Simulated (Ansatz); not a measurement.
# Alloy of Ga2O3 and Al2O3 (6 of 48 Ga sites exchanged), 120 atoms

Aim: relax the alloy cell and compare the gap by PBEsol and r²SCAN.

All numbers are computed with Ansatz 0.2.0 (PAW, plane waves).

## Step 1: Starting point

120 atoms (42 Ga, 6 Al, 72 O); a = 12.222 Å, b = 9.096 Å, c = 11.579 Å, α = 90.00°, β = 103.76°, γ = 90.00°. All atoms were shaken off their sites by about 0.02 Å along each axis.

Steps to follow: (2) PBEsol cell relaxation at the single k point (¼, ¼, ¼), on 1 × NVIDIA H100 80GB HBM3 with 4 threads of AMD EPYC 7R13; (3) r²SCAN single point at the single k point (¼, ¼, ¼), on 1 × NVIDIA H100 80GB HBM3 with 4 threads of AMD EPYC 7R13.

## Step 2: PBEsol relaxation of the cell and the positions

in.yaml

```yaml
crystal:
  lattice:
    - [12.221680, 0.000000, -0.002817]
    - [0.000000, 9.095652, 0.000000]
    - [-2.751713, 0.000000, 11.247136]
  atoms:
    - { symbol: Ga, position: [0.410934, 0.163150, 0.103030] }
    - { symbol: Ga, position: [0.408561, 0.167074, 0.603836] }
    - { symbol: Ga, position: [0.410973, 0.497758, 0.103647] }
    - { symbol: Ga, position: [0.410157, 0.832640, 0.104280] }
    - { symbol: Ga, position: [0.409929, 0.833025, 0.601792] }
    - { symbol: Ga, position: [0.157346, 0.166168, 0.159027] }
    - { symbol: Ga, position: [0.157897, 0.164400, 0.657625] }
    - { symbol: Ga, position: [0.159049, 0.501085, 0.157893] }
    - { symbol: Ga, position: [0.156831, 0.500646, 0.659057] }
    - { symbol: Ga, position: [0.155405, 0.831176, 0.153863] }
    - { symbol: Ga, position: [0.159864, 0.836935, 0.655423] }
    - { symbol: Ga, position: [0.088935, 0.005303, 0.398439] }
    - { symbol: Ga, position: [0.089007, 0.334757, 0.395754] }
    - { symbol: Ga, position: [0.090246, 0.670342, 0.396685] }
    - { symbol: Ga, position: [0.089502, 0.666479, 0.898040] }
    - { symbol: Ga, position: [0.907255, 0.001455, 0.099595] }
    - { symbol: Ga, position: [0.909462, 0.002731, 0.600579] }
    - { symbol: Ga, position: [0.909610, 0.332130, 0.605487] }
    - { symbol: Ga, position: [0.909198, 0.665643, 0.098990] }
    - { symbol: Ga, position: [0.911342, 0.669111, 0.603962] }
    - { symbol: Ga, position: [0.659091, 0.000621, 0.162316] }
    - { symbol: Ga, position: [0.657387, 0.996396, 0.657836] }
    - { symbol: Ga, position: [0.658766, 0.337894, 0.159230] }
    - { symbol: Ga, position: [0.659088, 0.328434, 0.657491] }
    - { symbol: Ga, position: [0.657431, 0.668572, 0.657896] }
    - { symbol: Ga, position: [0.343217, 0.001809, 0.342852] }
    - { symbol: Ga, position: [0.338847, 0.999872, 0.842513] }
    - { symbol: Ga, position: [0.339605, 0.333554, 0.343140] }
    - { symbol: Ga, position: [0.342863, 0.331788, 0.841335] }
    - { symbol: Ga, position: [0.341706, 0.670020, 0.843762] }
    - { symbol: Ga, position: [0.589818, 0.164462, 0.395988] }
    - { symbol: Ga, position: [0.591989, 0.164928, 0.900554] }
    - { symbol: Ga, position: [0.590057, 0.499440, 0.397009] }
    - { symbol: Ga, position: [0.588152, 0.501074, 0.898481] }
    - { symbol: Ga, position: [0.592841, 0.839405, 0.397144] }
    - { symbol: Ga, position: [0.588527, 0.834197, 0.897131] }
    - { symbol: Ga, position: [0.844509, 0.168052, 0.342618] }
    - { symbol: Ga, position: [0.843177, 0.162910, 0.844376] }
    - { symbol: Ga, position: [0.844513, 0.502070, 0.341883] }
    - { symbol: Ga, position: [0.843329, 0.498964, 0.843664] }
    - { symbol: Ga, position: [0.839959, 0.832143, 0.340518] }
    - { symbol: Ga, position: [0.843688, 0.835517, 0.841997] }
    - { symbol: Al, position: [0.407585, 0.499781, 0.599758] }
    - { symbol: Al, position: [0.094155, 0.000247, 0.899951] }
    - { symbol: Al, position: [0.089758, 0.331036, 0.898372] }
    - { symbol: Al, position: [0.907009, 0.333663, 0.100919] }
    - { symbol: Al, position: [0.657799, 0.666833, 0.158312] }
    - { symbol: Al, position: [0.341253, 0.666820, 0.341809] }
    - { symbol: O, position: [0.340880, 0.171747, 0.447339] }
    - { symbol: O, position: [0.331997, 0.169140, 0.943085] }
    - { symbol: O, position: [0.335587, 0.497988, 0.445517] }
    - { symbol: O, position: [0.334283, 0.501231, 0.943249] }
    - { symbol: O, position: [0.334056, 0.830823, 0.442498] }
    - { symbol: O, position: [0.335639, 0.835716, 0.948889] }
    - { symbol: O, position: [0.326252, 0.165328, 0.219188] }
    - { symbol: O, position: [0.328372, 0.163941, 0.720487] }
    - { symbol: O, position: [0.325666, 0.501857, 0.216248] }
    - { symbol: O, position: [0.324439, 0.500870, 0.717647] }
    - { symbol: O, position: [0.326535, 0.832333, 0.217902] }
    - { symbol: O, position: [0.327855, 0.829277, 0.718994] }
    - { symbol: O, position: [0.002522, 0.163490, 0.371042] }
    - { symbol: O, position: [0.002922, 0.164137, 0.869590] }
    - { symbol: O, position: [0.000136, 0.498693, 0.371761] }
    - { symbol: O, position: [0.004555, 0.499087, 0.871569] }
    - { symbol: O, position: [0.002908, 0.836929, 0.373622] }
    - { symbol: O, position: [0.006649, 0.830904, 0.872249] }
    - { symbol: O, position: [0.165683, 0.001040, 0.055111] }
    - { symbol: O, position: [0.167295, 0.002545, 0.555001] }
    - { symbol: O, position: [0.165499, 0.335737, 0.055071] }
    - { symbol: O, position: [0.163988, 0.331456, 0.552735] }
    - { symbol: O, position: [0.163647, 0.666352, 0.055082] }
    - { symbol: O, position: [0.165975, 0.667407, 0.555093] }
    - { symbol: O, position: [0.834448, 0.999916, 0.446801] }
    - { symbol: O, position: [0.834832, 0.996825, 0.943364] }
    - { symbol: O, position: [0.839389, 0.331432, 0.442803] }
    - { symbol: O, position: [0.835009, 0.329699, 0.948278] }
    - { symbol: O, position: [0.833698, 0.671005, 0.444162] }
    - { symbol: O, position: [0.832221, 0.664820, 0.947165] }
    - { symbol: O, position: [0.172359, 0.996576, 0.281480] }
    - { symbol: O, position: [0.170627, 0.000251, 0.781161] }
    - { symbol: O, position: [0.171994, 0.330633, 0.279965] }
    - { symbol: O, position: [0.170471, 0.332768, 0.780667] }
    - { symbol: O, position: [0.172456, 0.666644, 0.282900] }
    - { symbol: O, position: [0.172433, 0.663698, 0.781108] }
    - { symbol: O, position: [0.826533, 0.001544, 0.218360] }
    - { symbol: O, position: [0.825628, 0.000532, 0.717654] }
    - { symbol: O, position: [0.829894, 0.331331, 0.219386] }
    - { symbol: O, position: [0.826588, 0.334191, 0.716437] }
    - { symbol: O, position: [0.826891, 0.666924, 0.217517] }
    - { symbol: O, position: [0.829653, 0.669410, 0.717117] }
    - { symbol: O, position: [0.497984, 0.002540, 0.128917] }
    - { symbol: O, position: [0.494189, 0.000992, 0.627735] }
    - { symbol: O, position: [0.495076, 0.332394, 0.127655] }
    - { symbol: O, position: [0.496987, 0.335980, 0.626591] }
    - { symbol: O, position: [0.494658, 0.667571, 0.129009] }
    - { symbol: O, position: [0.496295, 0.669896, 0.628540] }
    - { symbol: O, position: [0.501171, 0.001105, 0.373138] }
    - { symbol: O, position: [0.503019, 0.001851, 0.874798] }
    - { symbol: O, position: [0.503680, 0.335287, 0.370488] }
    - { symbol: O, position: [0.503490, 0.332333, 0.872287] }
    - { symbol: O, position: [0.504563, 0.666264, 0.368565] }
    - { symbol: O, position: [0.504061, 0.668968, 0.872674] }
    - { symbol: O, position: [0.663381, 0.166844, 0.056920] }
    - { symbol: O, position: [0.666193, 0.165717, 0.555124] }
    - { symbol: O, position: [0.664594, 0.498956, 0.053887] }
    - { symbol: O, position: [0.665748, 0.503050, 0.556476] }
    - { symbol: O, position: [0.665356, 0.830220, 0.052172] }
    - { symbol: O, position: [0.665944, 0.832574, 0.554535] }
    - { symbol: O, position: [0.676976, 0.164662, 0.279549] }
    - { symbol: O, position: [0.673301, 0.162525, 0.779500] }
    - { symbol: O, position: [0.670981, 0.499547, 0.281528] }
    - { symbol: O, position: [0.673621, 0.501154, 0.779881] }
    - { symbol: O, position: [0.676778, 0.833372, 0.283960] }
    - { symbol: O, position: [0.672905, 0.829181, 0.783382] }
    - { symbol: O, position: [0.997321, 0.167427, 0.128205] }
    - { symbol: O, position: [0.994660, 0.165961, 0.630448] }
    - { symbol: O, position: [0.996821, 0.499459, 0.127612] }
    - { symbol: O, position: [0.996094, 0.496878, 0.628574] }
    - { symbol: O, position: [0.992841, 0.833110, 0.128580] }
    - { symbol: O, position: [0.997889, 0.832253, 0.629381] }
  symmetry: { detect: false }
kpoints:
  mp_grid: { grid: [1, 1, 1], shift: [0.25, 0.25, 0.25] }
hamiltonian:
  xc: pbesol
scf:
  occupations: { method: fermi_dirac, width: 0.01 }
relax:
  f_tol: 0.03
  max_steps: 80
  escape_saddle: false
  adjacent_minimum: "off"
  cell: { fix: [alpha, beta, gamma] }
output:
  forces: true
  eigenvalues: true
  populations: true
```

On the command line:

```sh
> ansatz run in.yaml --threads 4 --pin off --max-ram 42750MiB --runs-dir r --events-out ev --progress --plain --backend cuda --devices 0, --max-vram 37GiB
```

Further steps of the session: r²SCAN on the final geometry.

What does the calculation give? Wanted: for each run, top filled to lowest empty.

As calculated:

```
             level        time  top filled to lowest empty (eV)
PBEsol, relaxation  12 s (GPU)                             3.35
            r²SCAN  13 s (GPU)                             4.08
```

```
     quantity                                                                         value
   relaxation                                              5 recorded steps, 2.11 eV gained
largest shift                                                 0.10 Å (O62 and others alike)
 relaxed cell  a = 12.225 Å, b = 9.097 Å, c = 11.576 Å, α = 90.00°, β = 103.76°, γ = 90.00°
   mean bonds                                                      Al–O 1.849, Ga–O 1.943 Å
```

**What this shows.** The relaxation lowers the energy by 2.11 eV; the largest shift is 0.10 Å (O62 and others alike), while the volume changes by +0.0 %. The mean lengths of the listed bonds run from Al–O 1.85 Å to Ga–O 1.94 Å. With one k point the spacing samples only the states that fold onto it, so it can exceed the gap over the zone.
